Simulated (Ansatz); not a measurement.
**Al2Ga+ (triplet): the correlation ladder, cc-pVTZ**

One table from this session's results is given with a row withheld; the runs are named, their logs left out.

The runs use Ansatz 0.2.0, Gaussian basis; cc-pVTZ, core rule «outside noble gas», up to 24 orbitals frozen.

To be run: UHF; CCSD(T) on ROHF; CCSD(T) on UHF; BCCD(T) on ROHF; CCSDT(Q) on ROHF; CCSDT(Q) on UHF; CASSCF and MRCISD+Q, 8 electrons in 12 orbitals; CASSCF and NEVPT2, 8 electrons in 12 orbitals.

5 further runs of the same task are left out: 5 set aside as unsound or not needed.

## The system

The geometry is a PBE0/def2-TZVP stationary point (not a proven minimum) of the parent state, kept for this charge and spin. No spin-orbit coupling is included. The filled d shell of Ga may be among the frozen orbitals whatever the setting's name suggests; the logs give the count.

3 atoms, charge 1, spin multiplicity 3.

Atoms are counted from 1 here; the program's logs count them from 0.

Bond lengths: Al1–Al2 2.534 Å, Al1–Ga3 2.493 Å, Al2–Ga3 2.493 Å. Angles: Al2–Al1–Ga3 59.5°, Al1–Al2–Ga3 59.5°, Al1–Ga3–Al2 61.1°.

The first run:

Contents of in.yaml:

```yaml
crystal:
  periodic: [false, false, false]
  atoms:
    - {symbol: Al, position_ang: [0.000000, -1.266803, 1.210044]}
    - {symbol: Al, position_ang: [0.000000, 1.266805, 1.210043]}
    - {symbol: Ga, position_ang: [0.000000, -0.000001, -0.936530]}
basis:
  gaussian: {orbitals: cc-pVTZ}
total_charge: 1
magnetization: {spin_polarized: true, initial_magnetization: 2}
hamiltonian: {xc: hf}
output: {orbitals: {seedname: orbitals}}
```

Command:

```
ansatz run in.yaml --threads 1 --pin off --events-out ev --progress --plain --max-ram 4096MiB --backend cpu
```

Steps of the session up to this table: UHF; CCSD(T) on ROHF; CCSD(T) on UHF; BCCD(T) on ROHF; CCSDT(Q) on ROHF; CCSDT(Q) on UHF; CASSCF and MRCISD+Q, 8 electrons in 12 orbitals; CASSCF and NEVPT2, 8 electrons in 12 orbitals.

One of the session's tables, all rows but one given; the rest of the session is left out.

```
          method  from RCCSDT(Q) (meV)
            ROHF               +5587.3
             UHF               +5192.6
            RMP2               +1120.6
            UMP2               +1503.4
           RCCSD                     ?
           UCCSD                +481.9
        RCCSD(T)                 +85.3
        UCCSD(T)                 +98.1
         BCCD(T)                 +87.4
          RCCSDT                 +40.0
          UCCSDT                 +36.3
       RCCSDT(Q)                     0
       UCCSDT(Q)                  -5.7
  CASSCF valence               +2457.6
  NEVPT2 valence                +531.0
  MRCISD valence                +155.8
MRCISD+Q valence                  -7.8
```

Estimate the missing values for RCCSD.

The run gave: from RCCSDT(Q) (meV): +485.0. In the column «from RCCSDT(Q) (meV)» it lies between UCCSD (+481.9) and NEVPT2 valence (+531.0).

Caveats from the session: Restricted and unrestricted rows rest on different reference determinants; where their highest levels disagree by more than a few hundredths of an eV, they describe different states and don't form one ladder.
